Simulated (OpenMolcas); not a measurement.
# Ho²⁺ among point charges: CASSCF levels and susceptibility

How does a field of 6 point charges split the states of Ho²⁺, and what χT follows?

Program: OpenMolcas 26.06. Level of theory: state-averaged CASSCF, spin-orbit coupling by RASSI with atomic mean-field integrals. These are calculated values, not measurements, unless marked.

### 1 The system

```
Species                           : Ho²⁺ (holmium, Z = 67, 65 electrons)
Basis                             : ANO-RCC-VDZP [7s6p4d2f1g], 68 functions
Scalar Hamiltonian                : DKH2, point nucleus
Inactive shells                   : 1s 2s 2p 3s 3p 3d 4s 4p 4d 5s 5p
Active space                      : 11 electrons in 7 orbitals (4f)
Some configurations of this space : 4f11
Orbitals                          : optimised for the highest spin of each parity, averaged over all roots
```

The outer shells:

4f11
```
4f [↑↓][↑↓][↑↓][↑↓][↑ ][↑ ][↑ ]
```

The ion sits among 6 point charges of -0.5 e arranged as an octahedron (Oh), 3.12 Å from the ion.

The work runs as a chain of OpenMolcas steps in one folder; each step below is one input file. Labels, J, g values, rates, χT and fits are worked out afterwards by a script from the matrices that RASSI stores. The input lists half of the charges; inversion (Group=XYZ) makes the rest.

### 2 GATEWAY and SEWARD: basis and integrals

File a.inp:

```
&GATEWAY
Coord
1

Ho 0.0 0.0 0.0
Basis=ANO-RCC-VDZP
Group=XYZ
NoMove
AngMom=0.0 0.0 0.0
AMFI
XField
3 Angstrom 0
3.120000 0.000000 0.000000 -0.500000
0.000000 3.120000 0.000000 -0.500000
0.000000 0.000000 3.120000 -0.500000
&SEWARD
```

Launch:

```
$ OMP_NUM_THREADS=1 MOLCAS_MEM=2252 MOLCAS_PROJECT=a pymolcas a.inp > a.log
```

### 3 CASSCF: quartets of odd parity, 35 roots

File a.inp:

```
&RASSCF
FileOrb=start.orb
Symmetry=2
Spin=4
nActEl=11 0 0
Inactive=15 12
Ras2=0 7
CIRoot=35 35 1
SDav=35
CIMx=300
Iter=120 100
PrWF=0.3
OrbListing=Nothing
MaxOrb=0
>>> COPY $Project.JobIph JOB001
```

start.orb holds the contracted functions of the basis, ordered by shell, or the orbitals of the step before.

### 4 Reference wave functions, doublets of odd parity, 112 roots

File a.inp:

```
&RASSCF
FileOrb=start.orb
Symmetry=2
Spin=2
nActEl=11 0 0
Inactive=15 12
Ras2=0 7
CIRoot=112 112 1
SDav=112
CIMx=300
Iter=120 100
PrWF=0.3
OrbListing=Nothing
MaxOrb=0
CIOnly
>>> COPY $Project.JobIph JOB002
```

### 5 RASSI: spin-orbit coupling between the states

File a.inp:

```
&RASSI
NrOfJobIphs=2 35 73
1 2 3 4 5 6 7 8 9 10 11 12 13 14 15 16 17 18 19 20 21 22 23 24 25 26 27
28 29 30 31 32 33 34 35
1 2 3 4 5 6 7 8 9 10 11 12 13 14 15 16 17 18 19 20 21 22 23 24 25 26 27
28 29 30 31 32 33 34 35 36 37 38 39 40 41 42 43 44 45 46 47 48 49 50 51
52 53 54 55 56 57 58 59 60 61 62 63 64 65 66 67 68 69 70 71 72 73
IphNames
JOB001
JOB002
EJob
SpinOrbit
DIPRint=1.0
SOCoupling=1000.0
Subsets=2
Property=9
'ANGMOM' 1 'ANGMOM' 2 'ANGMOM' 3 'MLTPL  1' 1 'MLTPL  1' 2 'MLTPL  1' 3
'AMFI' 1 'AMFI' 2 'AMFI' 3
SOProperty=3
'ANGMOM' 1 'ANGMOM' 2 'ANGMOM' 3
```

What does the calculation give? Wanted: spin-free ground state; first state of the same spin within the active space; lowest level; next level.

As calculated:

| quantity | value |
| --- | --- |
| method | CASSCF |
| spin-free ground state | 4A1, 1-fold in its orbital part |
| first state of the same spin within the active space | 4T1 at 3.46 cm⁻¹ |
| lowest level | 4-fold Γ8 |
| next level | 5.4 cm⁻¹ |
| χT at 300 K | 11.45 cm³ K/mol |
| effective moment at 300 K | 9.57 μB |

**Reading.** The spin-free ground state (4A1) comes to 100 % from free-ion I terms and keeps the highest spin of the shell. The doublets rest on orbitals optimised for another spin in at least one step, which raises them against the optimised states. Not all states of the active space went into the spin-orbit step. High states of lower spin are left out of the spin-orbit mixing, and CASSCF puts spin-flip levels too high. Point charges carry no covalency, so the field is a model and not that of real ligands.
